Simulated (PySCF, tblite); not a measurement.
# C9H15BN2: excited states

Wanted: excited states for C9H15BN2 (`CB(C)c1ccc(N(C)C)cn1`).

Programs: tblite 0.8.0 and PySCF 2.14.0, with routines of our own; each step states its level. All values are computed. Atoms count from 0.

## 1. The system as given

27 atoms, charge 0, multiplicity 1; geometry from: force field or distance geometry start.

## 2. Optimising the geometry with GFN2-xTB

Job settings and geometry (Å):

```
{"job": {"kind": "relax", "xc": "GFN2-xTB", "basis": "xTB"}, "charge": 0, "multiplicity": 1}
C     -3.925200    -0.203700     0.901000
B     -2.944200     0.073100    -0.327400
C     -3.523400     0.377300    -1.761800
C     -1.376500     0.038500    -0.123400
C     -0.803900    -0.240000     1.141400
C      0.581500    -0.261300     1.260700
C      1.416200    -0.011600     0.147300
N      2.869200    -0.029800     0.276100
C      3.712300     0.572900    -0.761900
C      3.502900    -0.666600     1.435400
C      0.785900     0.249500    -1.084800
N     -0.570300     0.262800    -1.179500
H     -3.757200    -1.214600     1.321200
H     -3.755600     0.553600     1.693300
H     -4.993400    -0.124500     0.571700
H     -4.644600     0.373600    -1.734900
H     -3.177300    -0.384300    -2.479600
H     -3.187000     1.375300    -2.098300
H     -1.416100    -0.425300     2.011800
H      1.008400    -0.460500     2.246400
H      3.355900     1.616300    -0.968200
H      3.662100    -0.027600    -1.690500
H      4.774700     0.648600    -0.430400
H      3.094400    -1.695800     1.577000
H      4.605900    -0.755300     1.294500
H      3.316500    -0.057300     2.346900
H      1.368900     0.443200    -1.975200
```

Run with:

```bash
OMP_NUM_THREADS=1 python excited_run.py task.json out
```

This one command runs all jobs of the session in turn.

Standard output:

```text
step      E/eV     max force
  0    -924.07391    2.275
  1    -924.29579    0.936
  2    -924.40108    0.722
  3    -924.46291    0.452
  4    -924.48190    0.288
  5    -924.49490    0.227
  6    -924.50790    0.231
  7    -924.51628    0.243
  8    -924.52167    0.174
  9    -924.52570    0.124
 10    -924.52948    0.142
 11    -924.53323    0.129
 12    -924.53673    0.117
 13    -924.53959    0.101
 14    -924.54184    0.093
 15    -924.54401    0.115
 16    -924.54654    0.149
 17    -924.54937    0.145
 18    -924.55221    0.117
 19    -924.55490    0.111
 20    -924.55732    0.114
 21    -924.55923    0.100
 22    -924.56057    0.081
 23    -924.56159    0.071
 24    -924.56257    0.074
 25    -924.56355    0.092
 26    -924.56440    0.072
 27    -924.56508    0.058
 28    -924.56567    0.054
 29    -924.56623    0.056
 30    -924.56674    0.051
 31    -924.56720    0.045
 32    -924.56769    0.056
 33    -924.56826    0.058
 34    -924.56888    0.052
 35    -924.56951    0.081
 36    -924.57014    0.086
 37    -924.57081    0.063
 38    -924.57142    0.044
 39    -924.57185    0.040
 40    -924.57210    0.039
 41    -924.57233    0.033
 42    -924.57262    0.042
 43    -924.57297    0.037
 44    -924.57333    0.047
 45    -924.57361    0.042
 46    -924.57383    0.030
 47    -924.57405    0.035
 48    -924.57427    0.037
 49    -924.57444    0.032
 50    -924.57455    0.018
 51    -924.57460    0.014
 52    -924.57463    0.009
```

Run time: 0.48 s. Hardware: 1 thread of Arm Neoverse V2, shared host; peak memory 0.18 GiB.

The steps of the relaxation: (not every step is listed)

```csv
step,energy from step 0 (eV),largest force (eV/Å)
0,0.0000,2.2750
1,-0.2219,0.9359
2,-0.3272,0.7222
3,-0.3890,0.4524
4,-0.4080,0.2876
5,-0.4210,0.2270
6,-0.4340,0.2307
7,-0.4424,0.2429
8,-0.4478,0.1742
11,-0.4593,0.1290
14,-0.4679,0.0926
17,-0.4755,0.1448
20,-0.4834,0.1135
23,-0.4877,0.0709
26,-0.4905,0.0717
29,-0.4923,0.0564
32,-0.4938,0.0563
35,-0.4956,0.0813
38,-0.4975,0.0444
41,-0.4984,0.0328
44,-0.4994,0.0470
47,-0.5001,0.0355
48,-0.5004,0.0374
49,-0.5005,0.0324
50,-0.5006,0.0185
51,-0.5007,0.0144
52,-0.5007,0.0091
```

Distances of close pairs at the start and the end, largest changes first:

| bond | before (Å) | after (Å) | change (Å) |
| --- | --- | --- | --- |
| C6–N7 | 1.459 | 1.365 | -0.094 |
| C10–N11 | 1.360 | 1.306 | -0.053 |
| C2–H15 | 1.122 | 1.088 | -0.034 |
| C0–H14 | 1.121 | 1.087 | -0.033 |
| C8–H20 | 1.122 | 1.092 | -0.030 |
| C9–H24 | 1.115 | 1.088 | -0.028 |
| C8–H22 | 1.115 | 1.088 | -0.027 |
| N7–C8 | 1.467 | 1.442 | -0.025 |

The final coordinates are the input of the step that follows.

## 3. Infrared spectrum with GFN2-xTB

Job settings and geometry (Å):

```
{"job": {"kind": "ir", "xc": "GFN2-xTB", "basis": "xTB"}, "charge": 0, "multiplicity": 1}
C     -3.893090    -0.192935     0.889762
B     -2.900623     0.084928    -0.310522
C     -3.425603     0.389175    -1.764427
C     -1.358725     0.048177    -0.076784
C     -0.763839    -0.306194     1.142969
C      0.606571    -0.344964     1.283304
C      1.424225    -0.013854     0.193122
N      2.786667    -0.037279     0.265173
C      3.594292     0.503396    -0.799695
C      3.449944    -0.586223     1.421529
C      0.738592     0.341670    -0.988255
N     -0.561685     0.364699    -1.112241
H     -3.728682    -1.185548     1.308510
H     -3.731350     0.510195     1.706447
H     -4.941568    -0.129664     0.608111
H     -4.508908     0.403092    -1.861038
H     -3.034534    -0.345808    -2.466131
H     -3.041915     1.346048    -2.113541
H     -1.386750    -0.554652     1.989614
H      1.035454    -0.617713     2.235748
H      3.209061     1.473310    -1.121262
H      3.623259    -0.165409    -1.667461
H      4.611718     0.647572    -0.441695
H      3.000419    -1.541130     1.703089
H      4.497371    -0.764324     1.187831
H      3.396629     0.092290     2.281076
H      1.283175     0.607568    -1.884615
```

Standard output:

```text
mode    cm-1     km/mol
  1     -79.7      1.86
  2      20.0      0.95
  3      27.0      0.04
  4      38.6      6.10
  5      63.1      0.13
  6      79.4      1.95
  7     114.4      0.97
  8     149.5      0.32
  9     155.3      0.56
 10     214.7      2.40
 11     242.8      0.16
 12     258.2      1.44
 13     365.1      0.79
 14     368.1      0.86
 15     384.6      2.70
 16     401.7     13.84
 17     455.4      0.04
 18     487.8      6.74
 19     492.9      0.29
 20     605.6      3.32
 21     632.4      1.40
 22     691.0      0.49
 23     706.7      0.06
 24     772.3      4.07
 25     795.5     26.93
 26     828.8     15.02
 27     869.9      1.36
 28     876.5      1.96
 29     886.1    128.84
 30     912.6      0.66
 31     982.3      5.57
 32    1011.5     11.27
 33    1045.0      9.42
 34    1083.7     37.98
 35    1084.7      3.30
 36    1108.5      2.25
 37    1135.2    127.45
 38    1172.6    102.19
 39    1179.5     68.47
 40    1245.2    149.95
 41    1256.4    150.46
 42    1279.7     58.64
 43    1314.0      1.64
 44    1361.4    251.15
 45    1380.8     50.81
 46    1389.2      7.54
 47    1406.7     59.21
 48    1417.8     18.01
 49    1430.2      4.36
 50    1475.3     12.40
 51    1477.3      0.32
 52    1479.7     11.18
 53    1481.8     37.70
 54    1488.3      7.51
 55    1495.8      0.52
 56    1499.8      1.34
 57    1502.1      2.62
 58    1506.0     21.94
 59    1520.9     57.77
 60    1572.7    385.53
 61    2912.6     52.53
 62    2918.4     50.11
 63    2973.7     25.59
 64    2977.6     24.34
 65    2998.7     33.16
 66    3010.7     23.44
 67    3012.7     31.33
 68    3026.6      7.93
 69    3027.9     36.10
 70    3032.6      8.91
 71    3034.3     68.89
 72    3036.1     83.47
 73    3051.9     56.77
 74    3071.9     22.01
 75    3085.7     69.21
```

It took 1.3 s on 1 thread of Arm Neoverse V2, shared host; peak memory 0.18 GiB.

The strongest bands and the atoms that carry them (share of the mass-weighted mode):

```csv
cm⁻¹,km/mol,atoms
886,128.8,"B1 26 %, H13 13 %, H16 12 %, H12 11 %"
1135,127.5,B1 61 %
1173,102.2,"H18 38 %, H19 26 %, B1 11 %"
1245,149.9,"C3 32 %, H18 22 %, B1 13 %, H26 13 %"
1256,150.5,"C3 24 %, H19 21 %, B1 12 %"
1361,251.2,"N7 22 %, H19 13 %"
1573,385.5,"C5 28 %, C10 21 %, C6 16 %, C4 15 %"
3036,83.5,"H14 78 %, H15 12 %"
```

## 4. Excited states: TDA B3LYP/def2-SVP

The job, as its differences from that of step 3:

```diff
@@ -1,2 +1,2 @@
-{"job": {"kind": "ir", "xc": "GFN2-xTB", "basis": "xTB"}, "charge": 0, "multiplicity": 1}
+{"job": {"kind": "states", "xc": "B3LYP", "basis": "def2-SVP", "tda": true, "soc": true, "nstates": 5, "ntriplets": 4, "nquad": 4}, "charge": 0, "multiplicity": 1}
 C     -3.893090    -0.192935     0.889762
```

Method: TDA B3LYP/def2-SVP excited states, vertical, gas phase, spin-orbit mean-field couplings.

Standard output:

```text
coarse grid: 22288 points
cycle   1  E = -485.7966074321  dE =  1.608e+00  |g| = 6.203e-01  |ddm| = 5.716e+00
cycle   2  E = -485.6995812621  dE =  9.703e-02  |g| = 8.696e-01  |ddm| = 2.149e+00
cycle   3  E = -485.8972395153  dE = -1.977e-01  |g| = 2.359e-01  |ddm| = 1.443e+00
cycle   4  E = -485.9112663061  dE = -1.403e-02  |g| = 5.811e-02  |ddm| = 3.254e-01
cycle   5  E = -485.9121449383  dE = -8.786e-04  |g| = 1.316e-02  |ddm| = 9.019e-02
cycle   6  E = -485.9121848697  dE = -3.993e-05  |g| = 5.394e-03  |ddm| = 2.049e-02
cycle   7  E = -485.9121914932  dE = -6.624e-06  |g| = 1.030e-03  |ddm| = 6.197e-03
final grid: 214648 points
cycle   8  E = -485.9989400401  dE = -8.076e-05  |g| = 7.975e-03  |ddm| = 6.523e-02
cycle   9  E = -485.9989365448  dE =  3.495e-06  |g| = 8.826e-03  |ddm| = 1.787e-02
cycle  10  E = -485.9989568249  dE = -2.028e-05  |g| = 7.393e-04  |ddm| = 9.392e-03
cycle  11  E = -485.9989569319  dE = -1.070e-07  |g| = 4.058e-04  |ddm| = 1.283e-03
cycle  12  E = -485.9989569745  dE = -4.262e-08  |g| = 9.678e-05  |ddm| = 5.212e-04
cycle  13  E = -485.9989569766  dE = -2.156e-09  |g| = 3.581e-05  |ddm| = 1.443e-04
cycle  14  E = -485.9989569769  dE = -2.674e-10  |g| = 1.578e-05  |ddm| = 6.253e-05
converged SCF energy = -485.9989569769

Singlet excitations
state   eV       nm        f     d(h-e)  d(exc)  Lambda  PR(NTO)  |dmu|/D   mu/D   main configurations
  1   4.0012   309.9   0.00821   0.898   3.003   0.476   1.007    2.312    6.423   H-1->L 0.95
  2   4.4839   276.5   0.59941   2.462   4.144   0.653   1.116    5.578   10.356   H->L 0.87
  3   4.6316   267.7   0.03747   0.788   3.030   0.528   1.114    1.588    4.798   H-1->L+1 0.56, H->L+1 0.37
  4   4.7412   261.5   0.04401   0.726   3.142   0.544   1.222    1.682    5.927   H->L+1 0.46, H-1->L+1 0.42, H-2->L 0.08
  5   5.6514   219.4   0.00031   1.788   3.410   0.431   1.006                     H-3->L 0.97

Triplet excitations (Tamm-Dancoff)
state   eV     d(h-e)  d(exc)  Lambda  PR(NTO)   main configurations
  1   3.1219   1.522   3.624   0.659   1.021   H->L 0.95
  2   3.4329   0.697   2.726   0.470   1.031   H-1->L 0.80, H-1->L+1 0.17
  3   3.8180   0.817   3.043   0.598   1.021   H->L+1 0.96
  4   4.3313   1.215   2.879   0.475   1.044   H-1->L+1 0.80, H-1->L 0.17
S1 - T1 = 0.8793 eV

Spin-orbit couplings |<S|Hso|T>| (cm-1)
             T1       T2       T3       T4
S0        2.605   22.426    0.604    9.457
S1        0.933    0.626    0.206    0.764
S2        0.208    0.532    0.369    1.731
S3        0.453    1.077    0.593    0.624
S4        0.363    2.176    0.273    1.293
S5        1.482    3.271    0.337    2.131
T1 sublevels (cm-1): 0.000 0.000 0.001   radiative rates (1/s): 0.0243 0.0303 0.509
```

Wall time 90 s (1 thread of Arm Neoverse V2, shared host); peak memory 0.99 GiB.

In short:

```
  quantity    value
S1 less T1  0.88 eV
```

## 5. Results

| quantity | value |
| --- | --- |
| strongest single infrared mode (GFN2-xTB) | 1573 cm⁻¹, 386 km/mol |
| zero-point energy (GFN2-xTB) | 139.9 kcal/mol |
| S1 less T1 (step 4, TDA B3LYP/def2-SVP) | 0.88 eV |

What this shows: The lowest mode is imaginary (80i cm⁻¹), so the xTB geometry is not a minimum: the zero-point energy counts the real modes alone, and all values at this geometry belong to a saddle point. The strongest single mode, at 1573 cm⁻¹, is spread over several atoms, C5, C10, C6, C4 among them. GFN2-xTB is a fitted tight-binding method: band positions and strengths are rough. Its intensities can rank the bands wrongly. In step 4, the number of triplets below S1 is 3, and the largest singlet-triplet spin-orbit coupling is S0–T2, 22.43 cm⁻¹.
